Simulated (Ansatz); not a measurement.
Below is the output of a Python script on the Python package of Ansatz (0.2.0) that makes a projected density of states of EuAgSeF, space group P4/nmm. Write a script that gives it. Level of theory: PBEsol, PAW, the default cutoff (420 eV here), 6×6×3 k-points, Fermi-Dirac smearing of 0.1 eV, collinear spin.

```cif
data_structure
_symmetry_space_group_name_H-M 'P 1'
_symmetry_Int_Tables_number 1
_cell_length_a 4.1543
_cell_length_b 4.1543
_cell_length_c 9.2183
_cell_angle_alpha 90.000
_cell_angle_beta 90.000
_cell_angle_gamma 90.000
_cell_volume 159.09
loop_
_atom_site_label
_atom_site_type_symbol
_atom_site_fract_x
_atom_site_fract_y
_atom_site_fract_z
_atom_site_occupancy
Eu1 Eu 0.50000 0.00000 0.34758 1
Eu2 Eu 0.00000 0.50000 0.65242 1
Ag1 Ag 0.00000 0.00000 0.00000 1
Ag2 Ag 0.50000 0.50000 0.00000 1
Se1 Se 0.00000 0.50000 0.19680 1
Se2 Se 0.50000 0.00000 0.80320 1
F1 F 0.00000 0.00000 0.50000 1
F2 F 0.50000 0.50000 0.50000 1
```

```console
$ python pdos.py
DeckWarning: basis.ecutwfc = 420 eV, auto-derived from the records' recommended cutoffs: set by Eu (normal level)
DeckWarning: the band count 81 (scf.n_extra_bands) hosts the net moment |M| = 18.2000 μB (N_el = 118) but caps the reachable moment at 2·n_bands − N_el = 44.0000 μB, below the 82 bands that the [...]
DeckWarning: where an SCF of this run starts from atoms to list the orders of its open shells, Eu (sites 0, 1, from 0) starts with 6.32 μB on its 4f shell and 0.68 μB on its 5d shell, in the place of [...]
INFO:euagsef:  iteration   1  Harris-Foulkes -44838.75761 eV  residual 4.22e+01
INFO:euagsef:  iteration   2  Harris-Foulkes -44833.98698 eV  residual 1.47e+01
INFO:euagsef:  iteration   3  Harris-Foulkes -44832.98113 eV  residual 6.03e+00
INFO:euagsef:  iteration   4  Harris-Foulkes -44832.85835 eV  residual 1.47e+00
INFO:euagsef:  iteration   5  Harris-Foulkes -44832.92705 eV  residual 1.89e-01
INFO:euagsef:  iteration   6  Harris-Foulkes -44832.93608 eV  residual 2.77e-02
INFO:euagsef:  iteration   7  Harris-Foulkes -44832.93583 eV  residual 1.41e-02
INFO:euagsef:  iteration   8  Harris-Foulkes -44832.93022 eV  residual 5.89e-03
INFO:euagsef:  iteration   9  Harris-Foulkes -44832.93220 eV  residual 3.03e-03
INFO:euagsef:  iteration  10  Harris-Foulkes -44832.93178 eV  residual 1.35e-03
INFO:euagsef:  iteration  11  Harris-Foulkes -44832.93168 eV  residual 2.03e-04
INFO:euagsef:  iteration  12  Harris-Foulkes -44832.93167 eV  residual 1.95e-05
INFO:euagsef:  iteration  13  Harris-Foulkes -44832.93167 eV  residual 3.87e-06
INFO:euagsef:  iteration  14  Harris-Foulkes -44832.93167 eV  residual 4.54e-07
INFO:euagsef:  iteration  15  Harris-Foulkes -44832.93167 eV  residual 4.10e-08
INFO:euagsef:  iteration  16  Harris-Foulkes -44832.93167 eV  residual 5.32e-08
states by shell in windows of E - E_F (eV): [(-10, -5), (-5, 0), (0, 4)]
Eu 5S       0.022    0.009    0.036
Eu 6S       0.240    0.211    1.035
Eu 5P       0.161    0.036    0.031
Eu 5D       1.088    0.819    9.452
Eu 4F       0.114   13.821    2.327
Ag 4S       0.006    0.002    0.009
Ag 5S       0.714    0.324    1.741
Ag 4P       0.011    0.014    0.004
Ag 4D      11.531    8.102    0.190
Se 4S       0.125    0.103    0.413
Se 4P       3.274    6.042    1.182
Se 3D       0.000    0.000    0.000
F 2S        0.011    0.020    0.234
F 2P       10.746    0.218    0.380
INFO:euagsef:centre of Eu 5D: -5.22 eV
INFO:euagsef:centre of Eu 4F: -0.53 eV
INFO:euagsef:centre of Ag 5S: -5.39 eV
INFO:euagsef:centre of Ag 4D: -5.09 eV
INFO:euagsef:centre of Se 4P: -4.12 eV
INFO:euagsef:centre of F 2P: -7.05 eV
```
(Warnings from the package without file and line, shortened.)

One script that gives this output:

`pdos.py`
```python
"""Which atoms and shells make the states of EuAgSeF."""

import logging
import sys

import ansatz as az
import numpy as np
from pymatgen.core import Lattice, Structure
from pymatgen.io.ase import AseAtomsAdaptor

logging.basicConfig(stream=sys.stdout, format="%(levelname)s:%(name)s:%(message)s")
log = logging.getLogger("euagsef")
log.setLevel(logging.INFO)

pmg_structure = Structure(
    Lattice([[4.15427, 0.0, 0.0], [0.0, 4.15427, 0.0], [0.0, 0.0, 9.2183]]),
    ["Eu", "Eu", "Ag", "Ag", "Se", "Se", "F", "F"],
    [
        [0.5, 0.0, 0.34758],
        [0.0, 0.5, 0.65242],
        [0.0, 0.0, 0.0],
        [0.5, 0.5, 0.0],
        [0.0, 0.5, 0.1968],
        [0.5, 0.0, 0.8032],
        [0.0, 0.0, 0.5],
        [0.5, 0.5, 0.5],
    ],
)
euagsef = az.Crystal.from_ase(AseAtomsAdaptor.get_atoms(pmg_structure)).moments(Eu=9.1)

setup = (
    euagsef.calculation()
    .kpoints(6, 6, 3, center="gamma")
    .functional("pbesol")
    .spin("collinear")
    .occupations("fermi_dirac", width=0.1)
    .scf(extra_bands=22)
    .density_of_states(projected=True, energy_step=0.1)
)
def show(event):
    row = event["data"]
    if event["event"] == "scf_iter" and row.get("harris_foulkes_ev") is not None:
        log.info(f"  iteration {row['iter']:3d}  Harris-Foulkes {row['harris_foulkes_ev']:.5f} eV  residual {row['dr2_ev']:.2e}")


out = setup.session().plan().execute(on_event=show)
r = out.report

dos = out.density_of_states()
energy = np.asarray(dos.energies_ev) - dos.fermi_ev
curves = {}
for site in out.projected_density_of_states().sites:
    for shell in site.shells:
        weight = sum(np.sum(curve.g_bin_mean_per_ev, axis=0) for curve in shell.curves)
        name = f"{site.species} {shell.label}"
        curves[name] = curves.get(name, 0) + weight

step = energy[1] - energy[0]
windows = [(-10, -5), (-5, 0), (0, 4)]
print("states by shell in windows of E - E_F (eV):", windows)
for name, g in curves.items():
    print(f"{name:8s}", " ".join(f"{step * g[(energy >= a) & (energy < b)].sum():8.3f}" for a, b in windows))
filled = (energy < 0) & (energy > -10)
for name, g in curves.items():
    if g[filled].sum() * step > 0.5:
        log.info(f"centre of {name}: {np.average(energy[filled], weights=g[filled]):.2f} eV")
```

Notes:
- Total energies depend on the potentials; only differences at equal settings carry meaning. A total without «per atom» is that of the whole cell that was run.
- Open f shells: without a Hubbard U, without spin-orbit coupling; the state reached hangs on the start and needn't be the lowest.
- Without U the f states sit at the Fermi level and can close a real gap.
- For a metal this k-point mesh is coarse: on a finer one energies can move by several to tens of meV an atom and pressures by half a GPa or more, differences at one mesh by less.
- The structure is a deposited one; some such entries were measured under pressure or heat, so a shift against it needn't be the functional's error alone.
- Curves are summed over the cell's atoms. Only shells that the potentials hold have channels, so projections don't add up to the total, least of all where a shell is missing (p of most metals); heights and places of peaks move with the mesh.
- The computed bands are complete only to about 4.7 eV above the Fermi level; beyond that the density of states is undercounted.
- A band centre counts only the states inside the window taken.
- Hardware and time: 59 s on 1 thread of Arm Neoverse V2, with other jobs on the host, peak memory 0.84 GiB.
